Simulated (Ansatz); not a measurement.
# CH₆BNTe: one species, many methods

The task here is to estimate one member of a computed series from the others.

Program: Ansatz 0.2.0, Gaussian basis. Level of theory: functionals in def2-TZVPP, the program's frozen cores in correlated methods. These are calculated values, not measurements.

Plan: PBE-D4, r2SCAN-D4, PBE0-D4, B3LYP-D4, ωB97X-V, ωB97M-V, B2PLYP; CCSD(T)/def2-TZVPP; MP2/def2-QZVPP; extrapolation to the limit.

## The geometry

All runs share one geometry, relaxed beforehand with PBE0-D4 in a triple-zeta def2 set. Te takes the def2 core potential; no spin-orbit term is included.

SMILES `BNC[TeH]`, 10 atoms, charge 0, spin multiplicity 1.

Atoms are counted from 1 here; the program's logs count them from 0.

Bond lengths: B1–N2 1.388 Å, B1–H5 1.197 Å, B1–H6 1.195 Å, N2–C3 1.428 Å, N2–H7 1.009 Å, C3–Te4 2.173 Å, C3–H8 1.092 Å, C3–H9 1.087 Å, Te4–H10 1.657 Å. Angles: N2–B1–H5 118.7°, N2–B1–H6 118.7°, H5–B1–H6 122.7°, B1–N2–C3 126.0°, B1–N2–H7 119.9°, C3–N2–H7 114.0°, N2–C3–Te4 114.4°, N2–C3–H8 112.5°, N2–C3–H9 109.7°, Te4–C3–H8 103.5°, Te4–C3–H9 107.4°, H8–C3–H9 109.0°, C3–Te4–H10 92.5°.

Coordinates:

```
B    -1.2935    0.8848    0.4041
N    -0.0639    0.3007    0.6746
C     0.4393   -0.9039    0.0967
Te    2.2062   -0.6383   -1.1396
H    -2.0262    0.3460   -0.3750
H    -1.5795    1.9036    0.9598
H     0.5827    0.7572    1.3009
H     0.7613   -1.6260    0.8503
H    -0.3269   -1.3596   -0.5253
H     1.3835    0.2843   -2.2432
```

The first run:

in.yaml

```yaml
crystal:
  periodic: [false, false, false]
  atoms:
    - {symbol: B, position_ang: [-1.293512, 0.884772, 0.404054]}
    - {symbol: N, position_ang: [-0.063917, 0.300692, 0.674571]}
    - {symbol: C, position_ang: [0.439286, -0.903868, 0.096719]}
    - {symbol: Te, position_ang: [2.206230, -0.638349, -1.139611]}
    - {symbol: H, position_ang: [-2.026156, 0.346008, -0.375028]}
    - {symbol: H, position_ang: [-1.579508, 1.903582, 0.959756]}
    - {symbol: H, position_ang: [0.582680, 0.757166, 1.300887]}
    - {symbol: H, position_ang: [0.761282, -1.625961, 0.850330]}
    - {symbol: H, position_ang: [-0.326866, -1.359647, -0.525343]}
    - {symbol: H, position_ang: [1.383480, 0.284305, -2.243234]}
basis:
  gaussian: {orbitals: def2-TZVPP}
hamiltonian: {xc: pbe, dispersion: d4}
output: {forces: true, orbitals: {seedname: orbitals}}
```

Launch:

```console
> ansatz run in.yaml --threads 4 --pin off --events-out ev --progress --plain --max-ram 10444MiB
```

Among the steps run: PBE-D4 (GGA); r2SCAN-D4 (meta-GGA); PBE0-D4 (hybrid); B3LYP-D4 (hybrid); ωB97X-V (range-separated); ωB97M-V (range-separated); B2PLYP (double hybrid); CCSD(T) in def2-TZVPP; MP2 in def2-QZVPP.

One table of the session follows, with a row left open; its other results are not shown here.

```
            method  atomisation energy (kJ/mol)
            PBE-D4                       3473.4
         r2SCAN-D4                       3395.8
           PBE0-D4                       3408.9
          B3LYP-D4                       3420.2
           ωB97X-V                       3406.2
           ωB97M-V                       3401.1
            B2PLYP                       3367.4
     HF/def2-TZVPP                       2425.1
    MP2/def2-TZVPP                            ?
   CCSD/def2-TZVPP                       3248.3
CCSD(T)/def2-TZVPP                       3301.8
           MP2/CBS                       3430.7
       CCSD(T)/CBS                       3399.3
```

Q: Estimate the row for MP2/def2-TZVPP from the others.

As computed: atomisation energy (kJ/mol): 3333.2. In the column «atomisation energy (kJ/mol)» it lies between CCSD(T)/def2-TZVPP (3301.8) and B2PLYP (3367.4).
